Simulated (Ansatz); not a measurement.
**C2H7NSi (SMILES C=NC[SiH3]): BCCD(T)/cc-pVDZ**

What is the electronic atomisation energy of C2H7NSi at BCCD(T)/cc-pVDZ? 

Program for the calculation: Ansatz 0.2.0.

72 further runs of the same task are left out: 72 set aside as unsound or not needed. Runs told in other sessions of the task aren't counted.

### Step 1. The system as given

C2H7NSi: 11 atoms, total charge 0, spin state singlet. As SMILES, `C=NC[SiH3]`. The shape is that of a PBE0-D4/def2-TZVP optimisation. This is one conformer, not always the lowest.

Bond lengths: C1–N2 1.259 Å, N2–C3 1.436 Å, C3–Si4 1.892 Å, C1–H5 1.089 Å, C1–H6 1.099 Å, C3–H7 1.095 Å, C3–H8 1.102 Å, Si4–H9 1.487 Å, Si4–H10 1.484 Å, Si4–H11 1.488 Å. Some angles: C1–N2–C3 118.6°, N2–C3–Si4 109.5°, N2–C1–H5 119.2°, N2–C1–H6 123.3°, N2–C3–H7 109.0°, N2–C3–H8 113.6°, Si4–C3–H7 106.9°, Si4–C3–H8 109.5°, C3–Si4–H9 109.5°, C3–Si4–H10 110.5°.

### Step 2. A single-point energy at BCCD(T)/cc-pVDZ

The input, molecule.yaml:

```yaml
crystal:
  periodic: [false, false, false]
  atoms:
    - {symbol: C, position_ang: [-0.639400, 1.869300, 0.363900]}
    - {symbol: "N", position_ang: [-0.998600, 0.713100, 0.018000]}
    - {symbol: C, position_ang: [-0.299000, -0.417000, 0.562600]}
    - {symbol: Si, position_ang: [0.706300, -1.257400, -0.802700]}
    - {symbol: H, position_ang: [-1.145900, 2.733500, -0.063200]}
    - {symbol: H, position_ang: [0.166900, 2.059000, 1.086600]}
    - {symbol: H, position_ang: [-1.029900, -1.151400, 0.917900]}
    - {symbol: H, position_ang: [0.365200, -0.161700, 1.404500]}
    - {symbol: H, position_ang: [1.729600, -0.311300, -1.319900]}
    - {symbol: H, position_ang: [-0.179800, -1.683000, -1.914500]}
    - {symbol: H, position_ang: [1.389900, -2.450100, -0.232400]}
basis:
  gaussian:
    orbitals: cc-pVDZ
correlation:
  method: bccd_t
  frozen_orbitals: {C: 1, H: 0, "N": 1, Si: 5}
accuracy: high
scf:
  omitted_lower_state_checks: [cluster_reference, increment]
```

The run is started by

```bash
$ ansatz run molecule.yaml --threads 1 --pin off --max-ram 3480MiB --events-out events.jsonl --progress --plain --runs-dir runs
```

What it wrote (excerpt; [...] marks lines left out):

```text
Warning: RAYON_NUM_THREADS=1 ignored (pool sized by the plan → 1); use --threads N
Functional definition: HF
  name "HF"
[...]
2314 factors; integrals over basis functions are off by at most 3.8e-9 eV
[...]
mean field -11514.83465787 eV, -423.1623686415 hartree, gradient 3.3e-8 eV, S^2 0.000000; 0 other end points of the search recorded, 0 dependent functions left out
8 core orbitals not correlated: weight in the atoms' cores, before any rotation towards them, 1.000 or more for the frozen orbitals, at most 0.000 for the correlated occupied ones
reference -11514.83465787 eV, -423.1623686415 hartree; 12, 12 occupied and 75, 75 virtual orbitals, 2314 factors
second order -14.79583923 eV of doubles, -0.00000000 eV of singles
cycle   1  -15.67908365 eV  change   -8.8e-1 eV  update   9.4e-2
[...]
cycle  22  -16.24968324 eV  change    1.6e-9 eV  update   1.7e-9
perturbative correction -0.54968752 eV, -0.0202006439 hartree
Total energy: -11531.63402863 eV, -423.7797341300 hartree
Checks for a lower state left out: cluster_reference, increment
```

Run time: 41 s. Hardware: 1 thread of Arm Neoverse V2, shared host; peak memory 0.89 GiB.

### Step 3. The C atom, same level

The input, input.yaml:

```yaml
crystal:
  periodic: [false, false, false]
  atoms:
    - {symbol: C, position_ang: [0.000000, 0.000000, 0.000000]}
basis:
  gaussian:
    orbitals: cc-pVDZ
magnetization:
  spin_polarized: true
  initial_magnetization: 2
correlation:
  method: bccd_t
  frozen_orbitals: {C: 1}
accuracy: high
scf:
  omitted_lower_state_checks: [cluster_reference, increment]
```

Run the same way, it converges to -37.76037 Eh (log not shown).

### Step 4. The H atom: the energy at UHF/cc-pVDZ

The input, input.yaml:

```yaml
crystal:
  periodic: [false, false, false]
  atoms:
    - {symbol: H, position_ang: [0.000000, 0.000000, 0.000000]}
basis:
  gaussian:
    orbitals: cc-pVDZ
hamiltonian:
  xc: hf
magnetization:
  spin_polarized: true
  initial_magnetization: 1
accuracy: high
```

The run is started by

```bash
$ ansatz run input.yaml --threads 1 --pin off --max-ram 3480MiB --events-out events.jsonl --progress --plain --runs-dir runs
```

What it wrote:

```text
Warning: RAYON_NUM_THREADS=1 ignored (pool sized by the plan → 1); use --threads N
[... 2 set-up lines as earlier in the session ...]
  exchange = exact_x
  correlation = 0
15 factors; integrals over basis functions are off by at most 4.6e-8 eV
mean field evaluation 1: about -13.5522 eV, gradient 1.6e0 eV
mean field evaluation 2: about -13.5522 eV, gradient 1.6e0 eV
mean field evaluation 4: about -13.5861 eV, gradient 1.4e-4 eV
mean field evaluation 8: about -13.5861 eV, gradient 4.9e-14 eV
mean field -13.58605748 eV, -0.4992784034 hartree, gradient 1.6e-10 eV, S^2 0.750000; 0 other end points of the search recorded, 0 dependent functions left out
reference -13.58605748 eV, -0.4992784034 hartree; 1, 0 occupied and 4, 5 virtual orbitals, 15 factors
Total energy: -13.58605748 eV, -0.4992784034 hartree
```

Run time: 0.02 s. Hardware: 1 thread of Arm Neoverse V2, shared host.

### Step 5. The N atom at the same level

The input, molecule.yaml:

```yaml
crystal:
  periodic: [false, false, false]
  atoms:
    - {symbol: "N", position_ang: [0.000000, 0.000000, 0.000000]}
basis:
  gaussian: {orbitals: cc-pVDZ}
accuracy: high
correlation: {method: bccd_t, frozen_orbitals: {"N": 1}}
magnetization: {spin_polarized: true, initial_magnetization: 3}
scf: {omitted_lower_state_checks: [cluster_reference, increment]}
```

The run is started by

```bash
$ ansatz run molecule.yaml --threads 1 --pin off --max-ram 3480MiB --events-out events.jsonl --progress --plain --runs-dir runs
```

What it wrote (excerpt; [...] marks lines left out):

```text
Warning: RAYON_NUM_THREADS=1 ignored (pool sized by the plan → 1); use --threads N
[... 2 set-up lines as earlier in the session ...]
[...]
96 factors; integrals over basis functions are off by at most 1.2e-9 eV
[...]
mean field -1480.05762670 eV, -54.3911145622 hartree, gradient 1.7e-8 eV, S^2 3.754031; 0 other end points of the search recorded, 0 dependent functions left out
1 core orbitals not correlated: weight in the atoms' cores, before any rotation towards them, 1.000 or more for the frozen orbitals, at most 0.000 for the correlated occupied ones
reference -1480.05762670 eV, -54.3911145622 hartree; 4, 1 occupied and 9, 12 virtual orbitals, 96 factors
second order -1.92494770 eV of doubles, -0.00000000 eV of singles
cycle   1  -2.26954115 eV  change   -3.4e-1 eV  update   2.8e-2
[...]
cycle  14  -2.36080166 eV  change   1.7e-10 eV  update  5.4e-11
perturbative correction -0.01714120 eV, -0.0006299274 hartree
Total energy: -1482.43556956 eV, -54.4785023503 hartree
Checks for a lower state left out: cluster_reference, increment
```

It took 0.22 s on 1 thread of Arm Neoverse V2, shared host.

### Step 6. The Si atom

The input, molecule.yaml:

```yaml
crystal:
  periodic: [false, false, false]
  atoms:
    - symbol: Si
      position_ang: [0.000000, 0.000000, 0.000000]
basis:
  gaussian:
    orbitals: cc-pVDZ
magnetization:
  spin_polarized: true
  initial_magnetization: 2
correlation:
  method: bccd_t
  frozen_orbitals: {Si: 5}
accuracy: high
scf:
  omitted_lower_state_checks: [cluster_reference, increment]
```

The run is started by

```bash
$ ansatz run molecule.yaml --threads 1 --pin off --max-ram 3480MiB --events-out events.jsonl --progress --plain --runs-dir runs
```

What it wrote (excerpt; [...] marks lines left out):

```text
Warning: RAYON_NUM_THREADS=1 ignored (pool sized by the plan → 1); use --threads N
[... 2 set-up lines as earlier in the session ...]
[...]
144 factors; integrals over basis functions are off by at most 3.2e-9 eV
[...]
mean field -7860.01100063 eV, -288.8500765663 hartree, gradient 2.4e-8 eV, S^2 2.010950; 3 other end points of the search recorded, 0 dependent functions left out
5 core orbitals not correlated: weight in the atoms' cores, before any rotation towards them, 1.000 or more for the frozen orbitals, at most 0.000 for the correlated occupied ones
reference -7860.01100063 eV, -288.8500765663 hartree; 3, 1 occupied and 10, 12 virtual orbitals, 144 factors
second order -1.22279291 eV of doubles, -0.00000000 eV of singles
cycle   1  -1.57792452 eV  change   -3.6e-1 eV  update   5.6e-2
[...]
cycle  17  -1.74000699 eV  change   8.9e-11 eV  update  1.3e-10
perturbative correction -0.02851760 eV, -0.0010480024 hartree
Total energy: -7861.77952522 eV, -288.9150686463 hartree
Checks for a lower state left out: cluster_reference, increment
```

Wall time 0.26 s (1 thread of Arm Neoverse V2, shared host).

### Step 7. Summary of results

At BCCD(T)/cc-pVDZ, 8 core orbitals frozen:

| quantity | value |
| --- | --- |
| molecule: total energy | -423.77973 Eh |
| molecule: correlation energy (8 core orbitals frozen) | -617.4 mEh |
| molecule: (T) correction | -20.20 mEh |
| C atom: total energy | -37.76037 Eh |
| C atom: correlation energy (1 core orbital frozen) | -73.8 mEh |
| C atom: (T) correction | -0.94 mEh |
| C atom: ⟨S²⟩ of the reference determinant | 2.006 |
| H atom: total energy | -0.49928 Eh |
| H atom: ⟨S²⟩ | 0.750 |
| N atom: total energy | -54.47850 Eh |
| N atom: correlation energy (1 core orbital frozen) | -87.4 mEh |
| N atom: (T) correction | -0.63 mEh |
| N atom: ⟨S²⟩ of the reference determinant | 3.754 |
| Si atom: total energy | -288.91507 Eh |
| Si atom: correlation energy (5 core orbitals frozen) | -65.0 mEh |
| Si atom: (T) correction | -1.05 mEh |
| Si atom: ⟨S²⟩ of the reference determinant | 2.011 |
| electronic atomisation energy | 37.292 eV |

Taking the molecule apart into free atoms costs 37.29 eV (860 kcal/mol), before zero-point energy and without spin-orbit coupling. The triples (molecule) make up 3.3 % of the correlation energy. The triples (C atom) make up 1.3 % of the correlation energy. The triples (N atom) make up 0.7 % of the correlation energy. The triples (Si atom) make up 1.6 % of the correlation energy.
